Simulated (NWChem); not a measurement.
**Plane-wave run on BN (h-BN type)**

```yaml
crystal:
  lattice:
    - [2.50399, 0.00000, 0.00000]
    - [-1.25199, 2.16852, 0.00000]
    - [0.00000, 0.00000, 6.66120]
  atoms:
    - { symbol: B, position: [0.33333, 0.66667, 0.25000] }
    - { symbol: B, position: [0.66667, 0.33333, 0.75000] }
    - { symbol: N, position: [0.33333, 0.66667, 0.75000] }
    - { symbol: N, position: [0.66667, 0.33333, 0.25000] }
```

All runs are NWChem calculations. Origin of the cell: lattice set by a structure generator, not relaxed at this level.

Norm-conserving pseudopotentials with valence charges B 3, N 5, fixed occupations, no spin-orbit coupling, density cut at twice the wavefunction cutoff.

Level: LDA (Vosko), default library, cutoff 40 Ha, density from a 5×5×3 mesh. Bands run along Γ–M–K–Γ–A–L–H–A with k in units of the cell's reciprocal vectors.

### Question
What gap does the band structure show, and how wide is the group of occupied bands?

### Answer
It shows an indirect gap along this path of 4.07 eV from H to M (smallest direct gap on this path 4.47 eV). The 8 occupied bands reach 17.6 eV below the valence-band top.
